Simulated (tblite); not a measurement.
# C4H6O3SSi: the cost of one run

Programs: tblite 0.8.0 and PySCF 2.14.0, with density-fitted response routines of our own. Each step states its level of theory. These are calculated values for one molecule in the gas phase, unless marked as measured. Atoms count from 0, in the outputs and in this text.

**1. Starting geometry**

15 atoms, charge 0, multiplicity 1; geometry from: force field or distance geometry start.

Bonds of the start (Å): O0–S1 1.45, S1–O2 1.43, S1–O3 1.61, S1–C4 1.70, C4–C5 1.35, C5–C6 1.46, C6–C7 1.35, C7–Si8 1.90, Si8–C4 1.83, O3–H9 0.97, C5–H10 1.08, C6–H11 1.07, C7–H12 1.07, Si8–H13 1.48, Si8–H14 1.49.

**2. Relaxing the molecule with GFN2-xTB**

The job: settings as JSON, then the geometry in Å.

```
{"job": {"kind": "relax", "xc": "GFN2-xTB", "basis": "xTB"}, "charge": 0, "multiplicity": 1}
O     -2.384600    -1.487900     0.447200
S     -1.952600    -0.302700    -0.271300
O     -2.396400    -0.037400    -1.603900
O     -2.436500     0.974200     0.589100
C     -0.274100    -0.103500    -0.139300
C      0.426900     0.803300    -0.853600
C      1.862700     0.787400    -0.584500
C      2.256700    -0.129100     0.328600
Si     0.767900    -1.128400     0.965200
H     -3.147400     1.409900     0.088600
H      0.003100     1.495100    -1.569000
H      2.535500     1.461600    -1.081200
H      3.245700    -0.327600     0.687800
H      0.911100    -2.546400     0.557900
H      0.577700    -0.860600     2.416300
```

Started as:

```bash
$ OMP_NUM_THREADS=1 python probes_run.py task.json out
```

One launch serves the whole session: the jobs run in the order shown.

Q: Estimate the wall time and peak memory of this first job on 1 thread of Intel Xeon at 2.50GHz, shared host.

About 2.7 s, with a peak of 0.18 GiB.
